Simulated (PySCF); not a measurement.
# B12N11H13: core binding energies

What do calculations give for the core binding energies of B12N11H13?

Programs: PySCF 2.14.0, with routines of our own; each step states its level. All values are computed. Atoms count from 0.

## 1. The system as given

36 atoms, charge 0, multiplicity 1; geometry from: GFN2-xTB.

## 2. Core binding energies: delta-SCF UKS SCAN, pcX-2 on the ionised atom, pcseg-1

What the job is given:

```
{"job": {"kind": "xps", "atoms": [11, 14]}, "charge": 0, "multiplicity": 1}
B      1.240969     0.041861    -0.001190
N     -0.000133     0.763638    -0.000772
B     -1.241236     0.041817    -0.000915
N     -1.256179    -1.412218    -0.001070
B     -0.000339    -2.131494    -0.000564
N      1.255482    -1.412174    -0.000452
B     -2.479307    -2.148287    -0.001363
N     -2.438053    -3.562171     0.000182
B     -1.236092    -4.300495     0.000928
N     -0.000428    -3.581772     0.000347
B      2.482947     2.212667    -0.000927
N      1.248370     2.938541    -0.000114
B      0.000006     2.210511    -0.000093
N      2.443574     0.807111    -0.001028
B      1.242906     4.367785     0.000617
N      0.000228     5.042294     0.002678
B     -1.242575     4.367979     0.001185
N     -1.248266     2.938699     0.000313
B      2.478459    -2.148358     0.000839
B      1.235252    -4.300481     0.000835
N      2.437219    -3.562213     0.002102
B     -2.482993     2.212915    -0.000701
N     -2.443841     0.807234    -0.000123
H     -3.536018    -1.632510    -0.002702
H     -3.312941    -4.063242     0.000546
H     -1.262123    -5.472950     0.002350
H      3.512240     2.775182    -0.000958
H      3.317289     0.307183    -0.000931
H      2.246467     4.975259    -0.000719
H      0.000311     6.050773     0.003810
H     -2.246037     4.975676     0.000132
H      3.535030    -1.632543     0.000996
H      1.261223    -5.472936    -0.000022
H      3.312156    -4.063218     0.003178
H     -3.512330     2.775578    -0.001879
H     -3.317589     0.307313     0.000163
```

Method: delta-SCF UKS SCAN, pcX-2 on the ionised atom, pcseg-1 elsewhere, spin-free X2C (atomic blocks).

The run is started by

```sh
> OMP_NUM_THREADS=1 python large_run.py task.json out
```

One launch serves the whole session: the jobs run in the order shown.

Log:

```text
ground state, core basis on atom 11 (N), 418 functions
  cycle   1  E = -908.95548973  |g| = 1.18e+00
  cycle   2  E = -908.60826278  |g| = 1.68e+00
  cycle   3  E = -909.25453598  |g| = 1.51e-01
  cycle   4  E = -909.25993381  |g| = 5.95e-02
  cycle   5  E = -909.26076128  |g| = 1.85e-02
  cycle   6  E = -909.26081886  |g| = 1.04e-02
  cycle   7  E = -909.26084252  |g| = 1.60e-03
  cycle   8  E = -909.26084641  |g| = 6.51e-04
  cycle   9  E = -909.26084494  |g| = 2.85e-04
  E(ground) = -909.32762075 Eh
hole in N 1s of atom 11
  cycle   1  E = -893.69728906  |g| = 1.88e+00
  cycle   2  E = -892.77376904  |g| = 2.21e+00
  cycle   3  E = -894.30401802  |g| = 5.10e-01
  cycle   4  E = -894.36103067  |g| = 3.49e-01
  cycle   5  E = -894.42062284  |g| = 7.05e-02
  cycle   6  E = -894.42236087  |g| = 3.13e-02
  cycle   7  E = -894.42282005  |g| = 7.67e-03
  cycle   8  E = -894.42284190  |g| = 4.08e-03
  cycle   9  E = -894.42285002  |g| = 1.17e-03
  E(ion) = -894.48650212 Eh   <S^2> = 0.7644   hole on atom = 1.000   binding energy = 403.847 eV
ground state, core basis on atom 14 (B), 418 functions
  cycle   1  E = -909.24407991  |g| = 5.01e-02
  cycle   2  E = -909.24403000  |g| = 2.85e-02
  cycle   3  E = -909.24416840  |g| = 1.56e-02
  cycle   4  E = -909.24422754  |g| = 2.93e-03
  cycle   5  E = -909.24423061  |g| = 5.80e-04
  cycle   6  E = -909.24422772  |g| = 1.69e-04
  E(ground) = -909.31328106 Eh
hole in B 1s of atom 14
  cycle   1  E = -901.64367623  |g| = 1.18e+00
  cycle   2  E = -899.48610203  |g| = 1.97e+00
  cycle   3  E = -901.81297237  |g| = 6.47e-01
  cycle   4  E = -902.02392209  |g| = 2.84e-01
  cycle   5  E = -902.05852001  |g| = 1.25e-01
  cycle   6  E = -902.06566220  |g| = 3.87e-02
  cycle   7  E = -902.06638153  |g| = 1.84e-02
  cycle   8  E = -902.06658421  |g| = 1.12e-02
  cycle   9  E = -902.06667035  |g| = 6.88e-03
  cycle  10  E = -902.06671763  |g| = 3.62e-03
  cycle  11  E = -902.06672879  |g| = 2.39e-03
  E(ion) = -902.13573290 Eh   <S^2> = 0.8185   hole on atom = 1.000   binding energy = 195.311 eV
```

Wall time 3 min (1 thread of Intel Xeon Platinum 8259CL at 2.50GHz, shared host); peak memory 0.71 GiB.

The holes in one table. −ε is the ground-state orbital energy:

```tsv
hole	stands for	environment	ΔSCF (eV)	−ε (eV)	⟨S²⟩
N1s on N11	N11, N17	nitrogen bonded to 3 B	403.85	385.4	0.764
B1s on B14	B14, B16	boron bonded to 2 N, H	195.31	179.9	0.819
```

Each hole run stands for the others of its class of like atoms.

## 3. Summary of results

| quantity | value |
| --- | --- |
| N1s binding energies, SCAN/pcX-2 (standing for 2 of 11 atoms) | N11 403.85 eV |
| B1s binding energies, SCAN/pcX-2 (standing for 2 of 12 atoms) | B14 195.31 eV |

In words: The values above hold for this geometry and these levels alone.
